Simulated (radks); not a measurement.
**Er²⁺ in [Xe] 4f11 6s1: an all-electron calculation**

Wanted: eigenvalues, radial structure and energy terms of the erbium ion Er2+.

The numbers are computed with radks (a radial shooting solver on a logarithmic mesh, Libxc functionals) version 1 (Dirac Kohn-Sham, PBE, spin-unpolarised, spherical densities, finite nucleus; open shells are shared between the two j in proportion to 2j + 1), except any that are marked as measured or tabulated.

### Step 1. The system

* element: erbium (Z = 68)
* charge: +2
* electrons: 66
* configuration: [Xe] 4f11 6s1
* nuclear rms radius: 5.2516 fm

Outer shells as boxes (Hund's rule):

Er²⁺
```
[Xe] core
4f [↑↓][↑↓][↑↓][↑↓][↑ ][↑ ][↑ ]
6s [↑ ]
```

### Step 2. The calculation

Input:

```text
Z 68
configuration [Xe] 4f11 6s1 5d0 6p0 7s0 5f0
relativity Dirac
functional pbe,pbe
spin unpolarised
j_filling average
nucleus finite rms 5.2516 fm
c 137.035999084
```

**Question.** What will this run give?

As calculated:

| quantity | value |
| --- | --- |
| total energy | -13097.4866 hartree |
| exchange-correlation share of it | 2.13 % |
| −T/E | 1.1035 |
| highest occupied level | 6s1/2, -16.978 eV |
| most extended occupied level | 6s1/2, <r> = 3.17 bohr |
| radius at density 0.001 e/bohr³ | 4.13 bohr |
| maxima of the radial density | 4 |

6 principal shells are occupied and 4 maxima appear in the radial density; where shells overlap, one shows as a shoulder or not at all. −T/E is 1.104: with relativity the kinetic term as defined here no longer equals −E. This is not the tabulated ground configuration, so its levels and sizes aren't those of the ground state, and no measured value stands beside it.
